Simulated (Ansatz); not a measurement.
**CHGeN (singlet): the correlation ladder, cc-pVDZ**

The task here is to estimate one member of a computed series from the others.

The runs use Ansatz 0.2.0, Gaussian basis; cc-pVDZ, core rule «outside noble gas», up to 16 orbitals frozen.

The runs, in order: UHF; CCSD(T) on RHF; CCSD(T) on UHF; BCCD(T) on RHF; CISD; CCSDT(Q) on RHF; CCSDT(Q) on UHF; CASSCF and MRCISD+Q, 8 electrons in 8 orbitals; CASSCF and NEVPT2, 8 electrons in 8 orbitals.

14 further runs of the same task are left out: 5 that didn't finish, 9 set aside as unsound or not needed. Runs told in other sessions of the task aren't counted.

## The geometry

The geometry is a PBE0/def2-TZVP stationary point (not a proven minimum). No spin-orbit coupling is included. The filled d shell of Ge may be among the frozen orbitals whatever the setting's name suggests.

4 atoms, charge 0, spin multiplicity 1.

Atoms are counted from 1 here; the program's logs count them from 0.

Bond lengths: C1–N2 1.176 Å, N2–Ge3 1.876 Å, Ge3–H4 1.594 Å. Angles: C1–N2–Ge3 169.3°, N2–Ge3–H4 92.2°.

Set-up of the first run:

The input, in.yaml:

```yaml
crystal:
  periodic: [false, false, false]
  atoms:
    - {symbol: C, position_ang: [0.000000, -0.025393, 2.411996]}
    - {symbol: N, position_ang: [0.000000, 0.104738, 1.243296]}
    - {symbol: Ge, position_ang: [0.000000, -0.037454, -0.627336]}
    - {symbol: H, position_ang: [0.000000, 1.546360, -0.808140]}
basis:
  gaussian: {orbitals: cc-pVDZ}
magnetization: {spin_polarized: true, initial_magnetization: 0}
hamiltonian: {xc: hf}
output: {orbitals: {seedname: orbitals}}
```

Run with:

```
> ansatz run in.yaml --threads 1 --pin off --events-out ev --progress --plain --max-ram 2393MiB
```

Steps of the session up to this table: UHF; CCSD(T) on RHF; CCSD(T) on UHF; BCCD(T) on RHF; CISD; CCSDT(Q) on RHF; CCSDT(Q) on UHF; CASSCF and MRCISD+Q, 8 electrons in 8 orbitals; CASSCF and NEVPT2, 8 electrons in 8 orbitals.

One of the session's tables, all rows but one given; the rest of the session is left out.

| method | from RCCSDT(Q) (meV) |
| --- | --- |
| RHF | +10328.6 |
| UHF | ? |
| RMP2 | +1190.7 |
| RCCSD | +460.5 |
| RCCSD(T) | +55.2 |
| BCCD(T) | +52.3 |
| RCCSDT | +35.7 |
| RCCSDT(Q) | 0 |
| CASSCF frontier | +6747.4 |
| NEVPT2 frontier | +1729.3 |
| MRCISD frontier | +714.6 |
| MRCISD+Q frontier | +79.0 |

Estimate the missing values for UHF.

**Answer.** from RCCSDT(Q) (meV): +10328.1. In the column «from RCCSDT(Q) (meV)» it lies between CASSCF frontier (+6747.4) and RHF (+10328.6).

Not comparable, so not listed: CCSD(T) on UHF; CCSDT(Q) on UHF (they don't share determinant, frozen orbitals or solution with the rows shown, or repeat one).

To keep in mind: Warnings: restricted reference is unstable.
